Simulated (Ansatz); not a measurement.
# EuF2: the cost of one run

Computed with Ansatz 0.2.0 (DFT LDA+U (U_eff = 1 eV on Eu f, around-mean-field double counting), plane waves, PAW, no spin–orbit coupling unless a run says so, unless a step's input says otherwise).

### 1 Starting point

Symmetry: Fm-3m, No. 225, cubic system. Conventional cell: a = 5.796 Å, b = 5.796 Å, c = 5.796 Å, α = 90.00°, β = 90.00°, γ = 90.00°. Around Eu (site symmetry m-3m) lie 8 F at 2.51 Å. F (site symmetry -43m) has 4 Eu at 2.51 Å as nearest neighbours.

As a file:

```
Eu F
1.0
     0.00000    2.89800    2.89800
     2.89800    0.00000    2.89800
     2.89800    2.89800    0.00000
Eu F
1 2
Cartesian
  0.0000 0.0000 0.0000
  1.4490 1.4490 1.4490
  4.3470 4.3470 4.3470
```

An earlier series on this cell reached its lowest free state from «total moment held at first, then free, 3.50 μB per cell», perhaps among other starts.

### 2 Spin-orbit coupling, direction held

The input, input.yaml:

```yaml
crystal:
  lattice:
    - [0.0, 2.89799902, 2.89799902]
    - [2.89799902, 0.0, 2.89799902]
    - [2.89799902, 2.89799902, 0.0]
  atoms:
    - { symbol: Eu, position: [0.0, 0.0, 0.0], spin: 7.0, spin_axis: [0.57735, 0.57735, 0.57735] }
    - { symbol: F, position: [0.25, 0.25, 0.25] }
    - { symbol: F, position: [0.75, 0.75, 0.75] }
basis:
  ecutwfc: 420
  ecutrho_ratio: 4
kpoints:
  mp_grid: { grid: [6, 6, 6] }
hamiltonian:
  xc: lda
  hubbard:
    sites:
      - { site: 0, l: f, u_eff: 1.0, starting_ns: [{ occupation_matrix: s0 }] }
    double_counting: amf
    occupation_matrices:
      s0:
        spinor_matrix:
          - [[0.76924, 0.0], [0.0, 0.0], [0.0, 0.0], [0.0, 0.0], [0.0, 0.0], [0.0, 0.0], [0.0, 0.0], [0.27424, -0.27424], [0.0, 0.0], [0.0, 0.0], [0.0, 0.0], [0.0, 0.0], [0.0, 0.0], [0.0, 0.0]]
          - [[0.0, 0.0], [0.76924, 0.0], [0.0, 0.0], [0.0, 0.0], [0.0, 0.0], [0.0, 0.0], [0.0, 0.0], [0.0, 0.0], [0.27424, -0.27424], [0.0, 0.0], [0.0, 0.0], [0.0, 0.0], [0.0, 0.0], [0.0, 0.0]]
          - [[0.0, 0.0], [0.0, 0.0], [0.76924, 0.0], [0.0, 0.0], [0.0, 0.0], [0.0, 0.0], [0.0, 0.0], [0.0, 0.0], [0.0, 0.0], [0.27424, -0.27424], [0.0, 0.0], [0.0, 0.0], [0.0, 0.0], [0.0, 0.0]]
          - [[0.0, 0.0], [0.0, 0.0], [0.0, 0.0], [0.76924, 0.0], [0.0, 0.0], [0.0, 0.0], [0.0, 0.0], [0.0, 0.0], [0.0, 0.0], [0.0, 0.0], [0.27424, -0.27424], [0.0, 0.0], [0.0, 0.0], [0.0, 0.0]]
          - [[0.0, 0.0], [0.0, 0.0], [0.0, 0.0], [0.0, 0.0], [0.76924, 0.0], [0.0, 0.0], [0.0, 0.0], [0.0, 0.0], [0.0, 0.0], [0.0, 0.0], [0.0, 0.0], [0.27424, -0.27424], [0.0, 0.0], [0.0, 0.0]]
          - [[0.0, 0.0], [0.0, 0.0], [0.0, 0.0], [0.0, 0.0], [0.0, 0.0], [0.76924, 0.0], [0.0, 0.0], [0.0, 0.0], [0.0, 0.0], [0.0, 0.0], [0.0, 0.0], [0.0, 0.0], [0.27424, -0.27424], [0.0, 0.0]]
          - [[0.0, 0.0], [0.0, 0.0], [0.0, 0.0], [0.0, 0.0], [0.0, 0.0], [0.0, 0.0], [0.76924, 0.0], [0.0, 0.0], [0.0, 0.0], [0.0, 0.0], [0.0, 0.0], [0.0, 0.0], [0.0, 0.0], [0.27424, -0.27424]]
          - [[0.27424, 0.27424], [0.0, 0.0], [0.0, 0.0], [0.0, 0.0], [0.0, 0.0], [0.0, 0.0], [0.0, 0.0], [0.22076, 0.0], [0.0, 0.0], [0.0, 0.0], [0.0, 0.0], [0.0, 0.0], [0.0, 0.0], [0.0, 0.0]]
          - [[0.0, 0.0], [0.27424, 0.27424], [0.0, 0.0], [0.0, 0.0], [0.0, 0.0], [0.0, 0.0], [0.0, 0.0], [0.0, 0.0], [0.22076, 0.0], [0.0, 0.0], [0.0, 0.0], [0.0, 0.0], [0.0, 0.0], [0.0, 0.0]]
          - [[0.0, 0.0], [0.0, 0.0], [0.27424, 0.27424], [0.0, 0.0], [0.0, 0.0], [0.0, 0.0], [0.0, 0.0], [0.0, 0.0], [0.0, 0.0], [0.22076, 0.0], [0.0, 0.0], [0.0, 0.0], [0.0, 0.0], [0.0, 0.0]]
          - [[0.0, 0.0], [0.0, 0.0], [0.0, 0.0], [0.27424, 0.27424], [0.0, 0.0], [0.0, 0.0], [0.0, 0.0], [0.0, 0.0], [0.0, 0.0], [0.0, 0.0], [0.22076, 0.0], [0.0, 0.0], [0.0, 0.0], [0.0, 0.0]]
          - [[0.0, 0.0], [0.0, 0.0], [0.0, 0.0], [0.0, 0.0], [0.27424, 0.27424], [0.0, 0.0], [0.0, 0.0], [0.0, 0.0], [0.0, 0.0], [0.0, 0.0], [0.0, 0.0], [0.22076, 0.0], [0.0, 0.0], [0.0, 0.0]]
          - [[0.0, 0.0], [0.0, 0.0], [0.0, 0.0], [0.0, 0.0], [0.0, 0.0], [0.27424, 0.27424], [0.0, 0.0], [0.0, 0.0], [0.0, 0.0], [0.0, 0.0], [0.0, 0.0], [0.0, 0.0], [0.22076, 0.0], [0.0, 0.0]]
          - [[0.0, 0.0], [0.0, 0.0], [0.0, 0.0], [0.0, 0.0], [0.0, 0.0], [0.0, 0.0], [0.27424, 0.27424], [0.0, 0.0], [0.0, 0.0], [0.0, 0.0], [0.0, 0.0], [0.0, 0.0], [0.0, 0.0], [0.22076, 0.0]]
    ns_hold: { iters: 8 }
scf:
  occupations: { method: gaussian, width: 0.05 }
  lower_state_search: "off"
  max_iter: 150
output:
  forces: true
  stress: true
  eigenvalues: true
  populations: true
  hubbard: { sites: [{ site: 0, l: f }] }
magnetization:
  noncollinear: true
  spin_orbit: true
  spin_locking: { lock_directions: true }
```

At this filling each channel is wholly full or empty, so no choice of orbitals remains. The typed matrices are held for 8 cycles. The lock stays on to the end, so the result is a constrained state. This run includes spin–orbit coupling.

Command:

```bash
$ ansatz run input.yaml --threads 2 --pin off --max-ram 3072MiB --backend cpu --events-out ev --progress --plain --runs-dir out
```

**Question.** How long does this run take on 2 threads of Intel Xeon 6975P-C (Granite Rapids), shared host, and how much memory does it need?

About 19 s, with a peak of 0.66 GiB.
